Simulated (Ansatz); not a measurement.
**ScB+ (quartet): wave-function methods side by side, def2-SVP**

How much of the correlation energy of ScB+ (quartet) does each wave-function method recover here?

Program: Ansatz 0.2.0, Gaussian basis. Level of theory: def2-SVP, correlated electrons: outside noble gas. These are calculated values, not measurements.

Plan: UHF; CCSD(T) on ROHF; CCSD(T) on UHF; CISD; CCSDT(Q) on ROHF; CCSDT(Q) on UHF; Full CI.

### 1 What is computed

The geometry is a PBE0/def2-TZVP stationary point (not a proven minimum) of the parent state, kept for this charge and spin. Outer-core shells of the metal stay frozen.

2 atoms, charge 1, spin multiplicity 4.

Atoms are counted from 1 here; the program's logs count them from 0.

Bond lengths: Sc1–B2 2.134 Å.

In the tables R marks a restricted open-shell determinant and U an unrestricted one; correlation energies count from the lowest restricted Hartree-Fock solution.

### 2 UHF

in.yaml

```yaml
crystal:
  periodic: [false, false, false]
  atoms:
    - {symbol: Sc, position_ang: [0.000000, 0.000000, 0.000000]}
    - {symbol: B, position_ang: [0.000000, 0.000000, 2.134400]}
basis:
  gaussian: {orbitals: def2-SVP}
total_charge: 1
magnetization: {spin_polarized: true, initial_magnetization: 3}
hamiltonian: {xc: hf}
output: {orbitals: {seedname: orbitals}}
```

Run with:

```bash
$ ansatz run in.yaml --threads 1 --pin off --events-out ev --progress --plain --max-ram 2393MiB
```

Further steps of the session: CCSD(T) on ROHF; CCSD(T) on UHF; CISD; CCSDT(Q) on ROHF; CCSDT(Q) on UHF; Full CI.

Q: Predict the results of all the runs planned. Wanted: correlation energy, FCI; RMP2 from FCI; UMP2 from FCI; RCCSD from FCI; RCCSD(T) from FCI; UCCSD(T) from FCI; RCCSDT(Q) from FCI; UCCSDT(Q) from FCI; T1 diagnostic.

**Answer**, as computed:

| quantity | value |
| --- | --- |
| correlation energy, FCI | -3.0154 eV |
| RMP2 from FCI | +1151.6 meV |
| UMP2 from FCI | +1164.9 meV |
| RCCSD from FCI | +281.7 meV |
| RCCSD(T) from FCI | +103.6 meV |
| UCCSD(T) from FCI | +89.7 meV |
| RCCSDT(Q) from FCI | 0.0 meV |
| UCCSDT(Q) from FCI | -12.7 meV |
| levels of the table within 1 kcal/mol (43 meV) | RCCSDT, UCCSDT, RCCSDT(Q), UCCSDT(Q) |
| T1 diagnostic | 0.083 |
| effectively unpaired electrons | 3.08 |

In words: RCCSD(T) lands +103.6 meV from the yardstick (3.4 % of the correlation energy). UCCSDT(Q) falls below full CI: unrestricted runs freeze a spin-polarised core, another one than full CI's, and coupled cluster isn't variational. The occupations are near whole numbers, but T1 = 0.083 shows that the orbitals relax strongly. Coupled cluster took another determinant than the lowest Hartree-Fock one. These misses are within one basis, not against nature; the frozen cores of restricted and unrestricted runs differ, which can shift their rows.
